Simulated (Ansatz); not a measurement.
# C2H8O2Sn: one species, many methods

The task here is to estimate one member of a computed series from the others.

Program: Ansatz 0.2.0, Gaussian basis. Level of theory: functionals in def2-TZVPP, the program's frozen cores in correlated methods. These are calculated values, not measurements.

Plan: PBE-D4, r2SCAN-D4, PBE0-D4, B3LYP-D4, ωB97X-V, ωB97M-V, B2PLYP; CCSD(T)/def2-TZVPP; MP2/def2-QZVPP; extrapolation to the limit.

## The geometry

All runs share one geometry, relaxed beforehand with PBE0-D4 in a triple-zeta def2 set. Sn takes the def2 core potential; no spin-orbit term is included.

SMILES `C[O][SnH]([CH3])[OH]`, 13 atoms, charge 0, spin multiplicity 1.

Atoms are counted from 1 here; the program's logs count them from 0.

Bond lengths: C1–O2 1.403 Å, C1–H6 1.095 Å, C1–H7 1.098 Å, C1–H8 1.100 Å, O2–Sn3 1.966 Å, Sn3–C4 2.116 Å, Sn3–O5 1.962 Å, Sn3–H9 1.715 Å, C4–H10 1.090 Å, C4–H11 1.090 Å, C4–H12 1.090 Å, O5–H13 0.960 Å. Angles: O2–C1–H6 108.9°, O2–C1–H7 111.7°, O2–C1–H8 113.3°, H6–C1–H7 107.7°, H6–C1–H8 107.5°, H7–C1–H8 107.6°, C1–O2–Sn3 121.9°, O2–Sn3–C4 110.4°, O2–Sn3–O5 104.4°, O2–Sn3–H9 105.8°, C4–Sn3–O5 104.7°, C4–Sn3–H9 120.0°, O5–Sn3–H9 110.6°, Sn3–C4–H10 110.8°, Sn3–C4–H11 109.3°, Sn3–C4–H12 108.2°, H10–C4–H11 109.6°, H10–C4–H12 109.5° and more.

Geometry (Å):

```
C    -2.03622    1.09813    0.12659
O    -1.22115   -0.01425    0.38232
Sn    0.73535    0.06773    0.20306
C     1.41001   -1.37108   -1.19396
O     1.40946   -0.56368    1.93374
H    -2.94027    1.02374    0.74000
H    -2.34850    1.13924   -0.92552
H    -1.55237    2.05628    0.36668
H     1.11375    1.72476   -0.02413
H     1.28249   -1.00868   -2.21350
H     2.46257   -1.58618   -1.01044
H     0.82578   -2.28032   -1.05457
H     0.85910   -0.28569    2.66974
```

The first run:

in.yaml reads:

```yaml
crystal:
  periodic: [false, false, false]
  atoms:
    - {symbol: C, position_ang: [-2.036223, 1.098129, 0.126592]}
    - {symbol: O, position_ang: [-1.221146, -0.014245, 0.382316]}
    - {symbol: Sn, position_ang: [0.735346, 0.067733, 0.203057]}
    - {symbol: C, position_ang: [1.410010, -1.371080, -1.193961]}
    - {symbol: O, position_ang: [1.409458, -0.563677, 1.933741]}
    - {symbol: H, position_ang: [-2.940270, 1.023739, 0.739996]}
    - {symbol: H, position_ang: [-2.348500, 1.139237, -0.925520]}
    - {symbol: H, position_ang: [-1.552370, 2.056276, 0.366681]}
    - {symbol: H, position_ang: [1.113753, 1.724760, -0.024132]}
    - {symbol: H, position_ang: [1.282490, -1.008678, -2.213503]}
    - {symbol: H, position_ang: [2.462572, -1.586176, -1.010438]}
    - {symbol: H, position_ang: [0.825779, -2.280320, -1.054573]}
    - {symbol: H, position_ang: [0.859103, -0.285688, 2.669736]}
basis:
  gaussian: {orbitals: def2-TZVPP}
hamiltonian: {xc: pbe, dispersion: d4}
output: {forces: true, orbitals: {seedname: orbitals}}
```

On the command line:

```
ansatz run in.yaml --threads 2 --pin off --events-out ev --progress --plain --max-ram 32768MiB --backend cuda --devices 0, --max-vram 18GiB
```

Steps of the session up to this table: PBE-D4 (GGA); r2SCAN-D4 (meta-GGA); PBE0-D4 (hybrid); B3LYP-D4 (hybrid); ωB97X-V (range-separated); ωB97M-V (range-separated); B2PLYP (double hybrid); CCSD(T) in def2-TZVPP; MP2 in def2-QZVPP.

One table of the session follows, with a row left open; its other results are not shown here.

It belongs to the step «Atomisation energies». 

```
            method  atoms, summed (eV)  atomisation energy (eV)
            PBE-D4          -12077.979                   47.925
         r2SCAN-D4          -12084.934                   47.239
           PBE0-D4          -12079.541                   46.950
          B3LYP-D4          -12088.827                   47.085
           ωB97X-V          -12083.447                   47.396
           ωB97M-V          -12082.027                   47.269
            B2PLYP          -12076.204                   46.669
     HF/def2-TZVPP                   ?                        ?
    MP2/def2-TZVPP          -12055.591                   46.755
   CCSD/def2-TZVPP          -12057.522                   45.526
CCSD(T)/def2-TZVPP          -12057.951                   46.248
           MP2/CBS          -12067.722                   48.118
       CCSD(T)/CBS          -12070.082                   47.611
```

**Question.** Estimate the row for HF/def2-TZVPP.

The run gave: atoms, summed (eV): -12037.082; atomisation energy (eV): 33.438. In the column «atoms, summed (eV)» it is the highest.
